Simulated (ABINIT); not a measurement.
Cd2S:

```
CELL_PARAMETERS angstrom
3.96267 0.00000 0.00000
-1.98134 3.43177 0.00000
0.00000 0.00000 5.80919
ATOMIC_POSITIONS crystal
Cd 0.33333 0.66667 0.93272
Cd 0.66667 0.33333 0.57873
S 0.33333 0.66667 0.36571
```

The cell comes from a database or a generator and needn't be the stable form of this composition.

```yaml
Program: ABINIT 10.8.3 (patched build)
Task: relaxation of cell and atoms
Functional: LDA
Potentials_or_basis: JTH PAW LDA v2.0
Cutoff: 599 eV
k_mesh: 8 × 8 × 5
Occupations: fermi-dirac, width 0.05 eV
Spin: no spin polarisation
```

At the start: pressure -4.9 GPa; volume 26.33 Å³/atom.

Q: How do energy, volume and symmetry change on relaxing?

A: Over 12 steps the energy falls by 49.0 meV/atom and the volume is 23.38 Å³/atom (-11.2 %); space group P3m1 (No. 156, to 0.05 Å).

The path:
```tsv
step	energy change (eV)	largest force (eV/Å)	pressure (GPa)	volume (Å³)
1	0.0000	0.1629	-4.87	79.00
2	-0.0349	0.1249	-4.31	77.83
3	-0.1279	0.4103	0.77	70.40
4	-0.1330	0.3033	-0.25	71.48
5	-0.1355	0.2672	-0.35	71.49
6	-0.1451	0.1355	-0.34	70.69
7	-0.1457	0.1315	-0.12	70.35
8	-0.1463	0.1023	0.08	70.07
9	-0.1466	0.0569	0.14	69.97
10	-0.1468	0.0180	0.07	70.02
11	-0.1469	0.0137	0.00	70.10
12	-0.1469	0.0140	-0.04	70.14
```

Final structure:
```yaml
crystal:
  lattice:
    - [3.80231, 0.00000, 0.00000]
    - [-1.90116, 3.29290, 0.00000]
    - [0.00000, 0.00000, 5.60173]
  atoms:
    - { symbol: Cd, position: [0.33333, 0.66667, 0.92807] }
    - { symbol: Cd, position: [0.66667, 0.33333, 0.58579] }
    - { symbol: S, position: [0.33333, 0.66667, 0.36330] }
```
